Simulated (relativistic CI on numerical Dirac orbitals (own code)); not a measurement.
**Mn³⁺ (3d4) in crystal fields: levels and magnetism**

How does a crystal field split the 3d4 shell of Mn³⁺, and what follows for the ground state and χT? 6 fields tried.

Program: relativistic CI on numerical Dirac orbitals (own code) version 1. Level of theory: Dirac-Coulomb-Breit CI, KLI orbitals optimised for each configuration, model QED (radiative potential, 1s self-energy scaled to tabulated hydrogen-like ionisation energies), valence Slater integrals scaled by 0.8, one configuration in a parametric crystal field. These are calculated values, not measurements, unless marked.

## Step 1: The atom as given

| Quantity | Value |
| --- | --- |
| ion | Mn³⁺ (Mn IV) |
| nuclear charge | 25 |
| electrons | 22 |
| open shell | 3d4 |
| Slater scale | 0.8 |
| field 1 (cm⁻¹) | D3d, 10Dq = 25200, Dsigma = -930, Dtau = 120 |
| field 2 (cm⁻¹) | Oh, 10Dq = 19100 |
| field 3 (cm⁻¹) | Oh, 10Dq = 32950 |
| field 4 (cm⁻¹) | D4h, 10Dq = 29300, Ds = -610, Dt = -400 |
| field 5 (cm⁻¹) | Oh, 10Dq = 9050 |
| field 6 (cm⁻¹) | D4h, 10Dq = 24450, Ds = 2710, Dt = 300 |

The outer shells:

[Ar] 3d4
```
[Ar] core
3d [↑ ][↑ ][↑ ][↑ ][  ]
```

## Step 2: Field 1: D3d, 10Dq = 25200, Dsigma = -930, Dtau = 120

Settings, as recorded:

```ini
atom Mn  Z=25  charge=3  electrons=22
nucleus A=55  rms_radius_fm=3.7057
hamiltonian dirac-coulomb  breit=on  qed=on  c_scale=1
orbitals kli  potential=per-configuration
slater_scale 0.8
correlation none
mixing on
configurations
  [Ar] 3d4
end
crystal_field D3d 10Dq=25200 Dsigma=-930 Dtau=120
```

## Step 3: Field 2: Oh, 10Dq = 19100

Settings: those of step 2 with these lines changed.

```diff
@@ -10,2 +10,2 @@
 end
-crystal_field D3d 10Dq=25200 Dsigma=-930 Dtau=120
+crystal_field Oh 10Dq=19100
```

## Step 4: Field 3: Oh, 10Dq = 32950

Settings: those of step 3 with these lines changed.

```diff
@@ -10,2 +10,2 @@
 end
-crystal_field Oh 10Dq=19100
+crystal_field Oh 10Dq=32950
```

## Step 5: Field 4: D4h, 10Dq = 29300, Ds = -610, Dt = -400

Settings: those of step 4 with these lines changed.

```diff
@@ -10,2 +10,2 @@
 end
-crystal_field Oh 10Dq=32950
+crystal_field D4h 10Dq=29300 Ds=-610 Dt=-400
```

## Step 6: Field 5: Oh, 10Dq = 9050

Settings: those of step 5 with these lines changed.

```diff
@@ -10,2 +10,2 @@
 end
-crystal_field D4h 10Dq=29300 Ds=-610 Dt=-400
+crystal_field Oh 10Dq=9050
```

## Step 7: Field 6: D4h, 10Dq = 24450, Ds = 2710, Dt = 300

Settings: those of step 6 with these lines changed.

```diff
@@ -10,2 +10,2 @@
 end
-crystal_field Oh 10Dq=9050
+crystal_field D4h 10Dq=24450 Ds=2710 Dt=300
```

(Steps that only read results are left out.)

**Question.** What will these runs give? Wanted: ground spin.

**Answer**, as computed:

| field | ground state | degeneracy | S | J | first gap (cm⁻¹) | stabilisation (cm⁻¹) | χT at 2 K | χT at 300 K |
| --- | --- | --- | --- | --- | --- | --- | --- | --- |
| 1: D3d | A1 | 1 | 1.02 | 4.38 | 55 | -18915 | 0.070 | 1.580 |
| 2: Oh | A1 | 1 | 1.98 | 2.98 | 30 | -11029 | 0.269 | 2.939 |
| 3: Oh | A1 | 1 | 1.00 | 4.48 | 199 | -29794 | 0.032 | 1.668 |
| 4: D4h | A1 | 1 | 1.00 | 4.47 | 152 | -27743 | 0.033 | 1.655 |
| 5: Oh | A1 | 1 | 2.00 | 2.87 | 12 | -4946 | 0.628 | 2.926 |
| 6: D4h | A1 | 1 | 1.99 | 2.98 | 1 | -19319 | 1.998 | 2.960 |

χT is in cm³ K/mol; stabilisation counts from the free ion's lowest level; S and J come from the expectation values of their squares.

```
                           quantity                                                 value
ground spin (effective S from ⟨S²⟩)  1: 1.02, 2: 1.98, 3: 1.00, 4: 1.00, 5: 2.00, 6: 1.99
                        χT at 300 K                                1.58 to 2.96 cm³ K/mol
```

**Reading.** The ground spin ranges from 1.00 to 2.00 over these fields. Fields 1, 2, 3, 4 leave a non-degenerate ground state well apart, so χT falls towards zero on cooling. The field is a set of parameters, without covalency or charge transfer.
